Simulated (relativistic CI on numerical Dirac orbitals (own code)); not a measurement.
**Re⁴⁴⁺: one ion under different settings**

How much do the settings matter for Re⁴⁴⁺? One ion, several inputs.

The numbers are computed with relativistic CI on numerical Dirac orbitals (own code) version 3 (Dirac-Coulomb-Breit CI, KLI orbitals optimised for each configuration, model QED (radiative potential, 1s self-energy scaled to tabulated hydrogen-like ionisation energies), numerical settings as typed), except any that are marked as measured or tabulated.

### 1 Starting point

* ion: Re⁴⁴⁺ (Re XLV)
* nuclear charge: 75
* electrons: 31
* isotope: A = 187

### 2 The usual input

The run's settings:

```ini
atom Re  Z=75  charge=44  electrons=31
nucleus A=187  rms_radius_fm=5.3698
hamiltonian dirac-coulomb  breit=on  qed=on  c_scale=1
orbitals kli  potential=per-configuration
slater_scale 1
correlation none
mixing on
grid step=0.0125 r_max=3.3
scf mixing=0.4 start=green max_iterations=150 tolerance=2e-08 node_fill=0.05
configurations
  [Ar] 3d10 4s2 4p
  [Ar] 3d10 4s 4p2
  [Ar] 3d10 4s2 4d
  [Ar] 3d10 4p3
  [Ar] 3d10 4s 4p 4d
end
```

Launch:

```console
python run_levels.py task.json out
```

task.json lists these runs, among others, and the program works through them in turn.

### 3 Potential mixing 0.2

Changes to the settings of step 2:

```diff
@@ -8,3 +8,3 @@
 grid step=0.0125 r_max=3.3
-scf mixing=0.4 start=green max_iterations=150 tolerance=2e-08 node_fill=0.05
+scf mixing=0.2 start=green max_iterations=150 tolerance=2e-08 node_fill=0.05
 configurations
```

### 4 Iteration limit 20

Changes to the settings of step 3:

```diff
@@ -8,3 +8,3 @@
 grid step=0.0125 r_max=3.3
-scf mixing=0.2 start=green max_iterations=150 tolerance=2e-08 node_fill=0.05
+scf mixing=0.4 start=green max_iterations=20 tolerance=2e-08 node_fill=0.05
 configurations
```

### 5 Nuclear radius 6.9807, grid step 0.02, Breit term off

The run's settings:

```ini
atom Re  Z=75  charge=44  electrons=31
nucleus A=187  rms_radius_fm=6.9807
hamiltonian dirac-coulomb  breit=off  qed=on  c_scale=1
orbitals kli  potential=per-configuration
slater_scale 1
correlation none
mixing on
grid step=0.02 r_max=3.3
scf mixing=0.4 start=green max_iterations=150 tolerance=2e-08 node_fill=0.05
configurations
  [Ar] 3d10 4s2 4p
  [Ar] 3d10 4s 4p2
  [Ar] 3d10 4s2 4d
  [Ar] 3d10 4p3
  [Ar] 3d10 4s 4p 4d
end
```

### 6 Breit term off

The run's settings:

```ini
atom Re  Z=75  charge=44  electrons=31
nucleus A=187  rms_radius_fm=5.3698
hamiltonian dirac-coulomb  breit=off  qed=on  c_scale=1
orbitals kli  potential=per-configuration
slater_scale 1
correlation none
mixing on
grid step=0.0125 r_max=3.3
scf mixing=0.4 start=green max_iterations=150 tolerance=2e-08 node_fill=0.05
configurations
  [Ar] 3d10 4s2 4p
  [Ar] 3d10 4s 4p2
  [Ar] 3d10 4s2 4d
  [Ar] 3d10 4p3
  [Ar] 3d10 4s 4p 4d
end
```

(Steps that only read results are left out.)

**Question.** What will these runs give? Wanted: lowest level, usual settings; total energy; first excitation.

As calculated:

| setting | total energy less usual (Ha) | largest shift of a level among the lowest eight of both runs, same label and place (cm⁻¹) | SCF iterations | time | lowest level | kind of change |
| --- | --- | --- | --- | --- | --- | --- |
| usual | 0 | 0 | 50 | 0.28 s | 4p 2P°1/2 | - |
| potential mixing 0.2 | 0 | 0 | 55 | 0.29 s | 4p 2P°1/2 | numerical |
| iteration limit 20 | 0 | 0 | 50 | 0.28 s | 4p 2P°1/2 | numerical |
| nuclear radius 6.9807, grid step 0.02, Breit term off | -15.8 | 12600 | 50 | 0.18 s | 4p 2P°1/2 | unphysical constant |
| Breit term off | -17.3 | 12800 | 50 | 0.26 s | 4p 2P°1/2 | model term |

```
                    quantity           value
lowest level, usual settings       4p 2P°1/2
                total energy  -15373.1288 Ha
            first excitation     808361 cm⁻¹
```

What this shows: Among the runs whose levels can be followed, they move most under «Breit term off» (model term), by up to 12800 cm⁻¹. No visible change in the result comes from «potential mixing 0.2» or «iteration limit 20». Only the listed configurations are in the model.
